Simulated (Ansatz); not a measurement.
The same calculation of Cl2IIn, SMILES [Cl][In]([Cl])[I] as a Python script and as an input file (Ansatz's Python interface).

`md_cl2iin.py`:
```python
"""Molecular dynamics of one Cl2IIn molecule."""

import warnings

import ansatz as az
import numpy as np

BASIS = "def2-SVP"
XC = "blyp"
N_STEPS = 20
TEMPERATURE_K = 500


def main() -> None:
    warnings.simplefilter("ignore", az.DeckWarning)

    geometry_ang = [
        ("Cl", (-1.5841, -1.1585, 0.9119)),
        ("In", (0.4718, 0.3305, 0.0797)),
        ("Cl", (2.0726, -0.9931, 0.8641)),
        ("I", (-0.9048, 1.7608, -1.876)),
    ]
    cl2iin = az.Crystal.molecule()
    for symbol, xyz in geometry_ang:
        cl2iin = cl2iin.atom(symbol, xyz)

    job = (
        cl2iin.calculation()
        .basis(gaussian=BASIS)
        .functional(XC)
        .md("nve", timestep=1.0, steps=N_STEPS, temperature=TEMPERATURE_K, initial_velocities="maxwell_boltzmann", seed=54)
    )
    frames = []
    job.session().plan().execute(on_event=lambda e: frames.append(e["data"]) if e["event"] == "md_step" else None)
    print("t (fs)   E_pot (eV)      E_kin (eV)   T (K)   d(0-1) (A)")
    for f in frames[::1]:
        xyz = np.array(f["positions_ang"])
        print(f"{f['time_fs']:6.2f} {f['lagrangian_ev']:14.5f} {f['e_kin_ev']:10.5f} {f['temperature_k']:8.1f} {np.linalg.norm(xyz[0] - xyz[1]):9.4f}")
    kept = np.array([f["conserved_ev"] for f in frames])
    print(f"conserved energy moves by at most {1000 * np.ptp(kept):.3f} meV")
    symbols = [site.symbol for site in cl2iin.cartesian_sites]
    with open("last_frame.xyz", "w") as handle:
        handle.write(f"{len(symbols)}\nt = {frames[-1]['time_fs']} fs\n")
        handle.writelines("{:2s} {:10.5f} {:10.5f} {:10.5f}\n".format(s, *xyz) for s, xyz in zip(symbols, frames[-1]["positions_ang"]))


if __name__ == "__main__":
    main()
```

Output of `python md_cl2iin.py`:
```text
t (fs)   E_pot (eV)      E_kin (eV)   T (K)   d(0-1) (A)
  0.00   -38312.14913    0.12926    500.0    2.6714
  1.00   -38312.17117    0.15128    585.2    2.6689
  2.00   -38312.19638    0.17645    682.5    2.6658
  3.00   -38312.22431    0.20436    790.5    2.6620
  4.00   -38312.25451    0.23453    907.2    2.6576
  5.00   -38312.28648    0.26646   1030.7    2.6525
  6.00   -38312.31972    0.29967   1159.2    2.6468
  7.00   -38312.35374    0.33367   1290.7    2.6405
  8.00   -38312.38807    0.36797   1423.4    2.6336
  9.00   -38312.42228    0.40215   1555.6    2.6261
 10.00   -38312.45595    0.43580   1685.8    2.6179
 11.00   -38312.48873    0.46857   1812.5    2.6092
 12.00   -38312.52032    0.50014   1934.6    2.5999
 13.00   -38312.55044    0.53025   2051.1    2.5901
 14.00   -38312.57888    0.55868   2161.1    2.5797
 15.00   -38312.60545    0.58524   2263.8    2.5688
 16.00   -38312.63000    0.60979   2358.8    2.5573
 17.00   -38312.65242    0.63219   2445.4    2.5454
 18.00   -38312.67260    0.65237   2523.5    2.5331
 19.00   -38312.69046    0.67022   2592.5    2.5203
 20.00   -38312.70594    0.68570   2652.4    2.5071
conserved energy moves by at most 0.363 meV
```

`input.yaml`:
```yaml
crystal:
  periodic: [false, false, false]
  atoms:
    - { symbol: Cl, position_ang: [-1.5841, -1.1585, 0.9119] }
    - { symbol: In, position_ang: [0.4718, 0.3305, 0.0797] }
    - { symbol: Cl, position_ang: [2.0726, -0.9931, 0.8641] }
    - { symbol: I, position_ang: [-0.9048, 1.7608, -1.876] }
basis:
  gaussian:
    orbitals: def2-SVP
hamiltonian:
  xc: blyp
md:
  timestep: 1.0
  n_steps: 20
  ensemble: nve
  temperature: 500.0
  initial_velocities: maxwell_boltzmann
  seed: 54
```

Caveats:
- Total energies depend on the basis set; only differences at equal settings carry meaning.
- The trajectory is only some femtoseconds long, so its temperature is not equilibrated; where the script doesn't relax first, it starts from a rough generated geometry.
- def2 sets replace the cores of elements past krypton by effective core potentials.
- The temperature counts the internal degrees of freedom alone.
- Run time: 51 s on 1 thread of Arm Neoverse V2 (shared host), peak memory 0.2 GiB.

(Lines on the test bed's own set-up are left out of the output.)
